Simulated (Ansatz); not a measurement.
# CH5BCl2O: the cost of one run

Program: Ansatz 0.2.0. Level of theory: RKS PBE0-D4/def2-SVP. These are calculated values, not measurements.

1 further run of the same task is left out (it didn't finish).

**1. The structure to begin with**

Bond lengths: B1–Cl2 2.210 Å, B1–H3 1.190 Å, B1–Cl4 1.860 Å, B1–O5 1.710 Å, O5–C6 1.420 Å, C6–H7 1.110 Å, C6–H8 1.110 Å, C6–H9 1.110 Å, Cl2–H10 1.346 Å, O5–H10 1.148 Å. Angles (14 of 17 angles, heavy atoms first): Cl2–B1–Cl4 120.0°, Cl2–B1–O5 71.6°, Cl4–B1–O5 92.7°, B1–O5–C6 125.0°, B1–Cl2–H10 63.4°, Cl2–B1–H3 120.0°, H3–B1–Cl4 120.0°, H3–B1–O5 105.6°, B1–O5–H10 87.0°, C6–O5–H10 143.0°, O5–C6–H7 109.5°, O5–C6–H8 109.5°, O5–C6–H9 109.5°, Cl2–H10–O5 138.0°.

As a file:

```xyz
10

B     0.0000    0.0000    0.0000
Cl    0.0000    0.0000    2.2100
H     1.0305    0.0000   -0.5950
Cl   -1.6108    0.0000   -0.9300
O    -0.2190   -1.6079    0.5392
C    -0.7634   -2.6617   -0.2415
H    -0.1565   -3.5801   -0.0990
H    -1.8088   -2.8567    0.0767
H    -0.7512   -2.3734   -1.3133
H    -0.1624   -1.1927    1.6085
```

**2. Pulling towards end A**

Springs on the bonds that form and break draw the guess towards this end; the thresholds are loose.

The input, input.yaml:

```yaml
crystal:
  periodic: [false, false, false]
  atoms:
    - { symbol: B, position_ang: [0.0, 0.0, 0.0] }
    - { symbol: Cl, position_ang: [0.0, 0.0, 2.21] }
    - { symbol: H, position_ang: [1.0305, 0.0, -0.595] }
    - { symbol: Cl, position_ang: [-1.6108, 0.0, -0.93] }
    - { symbol: O, position_ang: [-0.219, -1.6079, 0.5392] }
    - { symbol: C, position_ang: [-0.7634, -2.6617, -0.2415] }
    - { symbol: H, position_ang: [-0.1565, -3.5801, -0.099] }
    - { symbol: H, position_ang: [-1.8088, -2.8567, 0.0767] }
    - { symbol: H, position_ang: [-0.7512, -2.3734, -1.3133] }
    - { symbol: H, position_ang: [-0.1624, -1.1927, 1.6085] }
basis:
  gaussian: { orbitals: def2-SVP }
hamiltonian:
  xc: pbe0
  dispersion: d4
relax:
  f_tol: 0.15
  max_steps: 25
  restrain:
    - { distance: [0, 4], at: 2.61, k: 30.0 }
    - { distance: [9, 1], at: 2.57, k: 30.0 }
    - { distance: [0, 1], at: 1.86, k: 30.0 }
    - { distance: [9, 4], at: 1.01, k: 30.0 }
```

The run is started by

```sh
> ansatz run input.yaml --threads 2 --pin off --max-ram 3072MiB --backend cpu --events-out ev --progress --plain --runs-dir out
```

**Question.** How long does this run take on 2 threads of Intel Xeon 6975P-C (Granite Rapids), shared host, and how much memory does it need?

About 21 s, with a peak of 0.25 GiB.
